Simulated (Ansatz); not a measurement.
# C₅H₈O₂: one species, many methods

Aim: compute C₅H₈O₂ with functionals from several rungs and with coupled cluster. The yardstick is the atomisation energy at the CCSD(T) limit.

The runs use Ansatz 0.2.0, Gaussian basis; functionals in def2-TZVPP, the program's frozen cores in correlated methods.

Plan: LDA (SPW92), PBE-D4, revPBE-D4, BLYP-D4, r2SCAN-D4, B97M-V, PBE0-D4, B3LYP-D4, r2SCANh-D4, r2SCAN0-D4, HSE06-D4, BHLYP-D4, CAM-B3LYP-D4, LC-ωPBE, ωB97X-V, ωB97M-V, B2PLYP, PBE-QIDH; CCSD(T)/def2-SVP; CCSD(T)/def2-TZVPP; MP2/def2-QZVPP; extrapolation to the limit; RPA on PBE.

## Step 1: Structure used throughout

An earlier PBE0-D4 in a triple-zeta def2 set relaxation fixed the geometry.

SMILES `CC1CCC(=O)O1`, 15 atoms, charge 0, spin multiplicity 1.

Atoms are counted from 1 here; the program's logs count them from 0.

Bond lengths: C1–C2 1.512 Å, C1–H8 1.091 Å, C1–H9 1.092 Å, C1–H10 1.093 Å, C2–C3 1.532 Å, C2–O7 1.437 Å, C2–H11 1.092 Å, C3–C4 1.518 Å, C3–H12 1.092 Å, C3–H13 1.090 Å, C4–C5 1.513 Å, C4–H14 1.089 Å, C4–H15 1.094 Å, C5–O6 1.193 Å, C5–O7 1.350 Å. Angles: C2–C1–H8 110.5°, C2–C1–H9 110.1°, C2–C1–H10 111.1°, H8–C1–H9 108.5°, H8–C1–H10 108.2°, H9–C1–H10 108.3°, C1–C2–C3 114.1°, C1–C2–O7 109.6°, C1–C2–H11 110.0°, C3–C2–O7 104.9°, C3–C2–H11 111.8°, O7–C2–H11 106.0°, C2–C3–C4 102.6°, C2–C3–H12 110.1°, C2–C3–H13 111.8°, C4–C3–H12 110.3°, C4–C3–H13 113.9°, H12–C3–H13 108.0° and more.

As a file:

```
C     0.56666   -1.71907    0.03523
C     0.89529   -0.25094   -0.11096
C    -0.07564    0.52092   -1.00993
C    -1.09881    1.04617   -0.01876
C    -0.33337    1.11262    1.28482
O    -0.63197    1.68324    2.28889
O     0.80319    0.39308    1.17049
H     1.20192   -2.17904    0.79353
H     0.72868   -2.23672   -0.91307
H    -0.47615   -1.86154    0.33073
H     1.93088   -0.13024   -0.43536
H     0.44210    1.35027   -1.49599
H    -0.49910   -0.11420   -1.78834
H    -1.51419    2.02377   -0.25737
H    -1.93947    0.36167    0.12611
```

## Step 2: LDA

This LDA is Slater exchange with PW92 correlation.

in.yaml

```yaml
crystal:
  periodic: [false, false, false]
  atoms:
    - {symbol: C, position_ang: [0.566664, -1.719071, 0.035233]}
    - {symbol: C, position_ang: [0.895292, -0.250937, -0.110959]}
    - {symbol: C, position_ang: [-0.075638, 0.520918, -1.009932]}
    - {symbol: C, position_ang: [-1.098807, 1.046173, -0.018764]}
    - {symbol: C, position_ang: [-0.333375, 1.112618, 1.284819]}
    - {symbol: O, position_ang: [-0.631970, 1.683238, 2.288885]}
    - {symbol: O, position_ang: [0.803188, 0.393084, 1.170490]}
    - {symbol: H, position_ang: [1.201915, -2.179037, 0.793530]}
    - {symbol: H, position_ang: [0.728676, -2.236718, -0.913075]}
    - {symbol: H, position_ang: [-0.476150, -1.861542, 0.330731]}
    - {symbol: H, position_ang: [1.930876, -0.130238, -0.435364]}
    - {symbol: H, position_ang: [0.442098, 1.350274, -1.495988]}
    - {symbol: H, position_ang: [-0.499101, -0.114197, -1.788339]}
    - {symbol: H, position_ang: [-1.514193, 2.023773, -0.257373]}
    - {symbol: H, position_ang: [-1.939474, 0.361672, 0.126106]}
basis:
  gaussian: {orbitals: def2-TZVPP}
hamiltonian: {xc: lda}
output: {orbitals: {seedname: orbitals}}
```

The run is started by

```sh
ansatz run in.yaml --threads 8 --pin off --events-out ev --progress --plain --max-ram 18278MiB
```

After this run come: PBE-D4 (GGA); revPBE-D4 (GGA); BLYP-D4 (GGA); r2SCAN-D4 (meta-GGA); B97M-V (meta-GGA); PBE0-D4 (hybrid); B3LYP-D4 (hybrid); r2SCANh-D4 (hybrid); r2SCAN0-D4 (hybrid); HSE06-D4 (hybrid); BHLYP-D4 (hybrid); CAM-B3LYP-D4 (range-separated); LC-ωPBE (range-separated); ωB97X-V (range-separated); ωB97M-V (range-separated); B2PLYP (double hybrid); PBE-QIDH (double hybrid); CCSD(T) in def2-SVP; CCSD(T) in def2-TZVPP; MP2 in def2-QZVPP; RPA on PBE orbitals.

Q: Predict the results of all the runs planned. Wanted: atomisation energy, CCSD(T)/CBS; farthest beyond LDA; mean size of error, GGA; mean size of error, meta-GGA; mean size of error, hybrid; mean size of error, range-separated; mean size of error, double hybrid; gap, smallest and largest; T1 diagnostic.

The runs gave:

| quantity | value |
| --- | --- |
| atomisation energy, CCSD(T)/CBS | 6479.6 kJ/mol |
| functionals within 32.4 kJ/mol (0.5 %) | BLYP-D4, B97M-V, B3LYP-D4, r2SCANh-D4, ωB97X-V, ωB97M-V, PBE-QIDH |
| farthest beyond LDA | BHLYP-D4 (-219.1 kJ/mol) |
| mean size of error, GGA | 88.3 kJ/mol |
| mean size of error, meta-GGA | 31.5 kJ/mol |
| mean size of error, hybrid | 73.7 kJ/mol |
| mean size of error, range-separated | 34.8 kJ/mol |
| mean size of error, double hybrid | 30.7 kJ/mol |
| gap, smallest and largest | 5.28 eV (LDA (SPW92)), 13.20 eV (LC-ωPBE) |
| T1 diagnostic | 0.0134 |
| triples share of the correlation energy | 4.1 % |

In words: The LDA atomisation energy is off by 1056.4 kJ/mol (16 %): it overbinds. PBE-D4 misses by +215.9 kJ/mol. Double hybrids carry the basis error of their MP2 part in triple zeta, and no dispersion term here, so their miss is partly the set-up's. The rungs double hybrid, meta-GGA miss on average by less than the doubt on the reference (32.4 kJ/mol), so they tie. Misses under about 32.4 kJ/mol are within the doubt on the reference itself, which lacks core-valence correlation, relativity and higher excitations. Hartree-Fock recovers 72 % of the binding; the rest is correlation. CCSD(T) in def2-SVP is off by -254.9 kJ/mol, which most functionals beat. The gap grows from 5.3 to 13.2 eV across the functionals, mostly with the share of exact exchange.
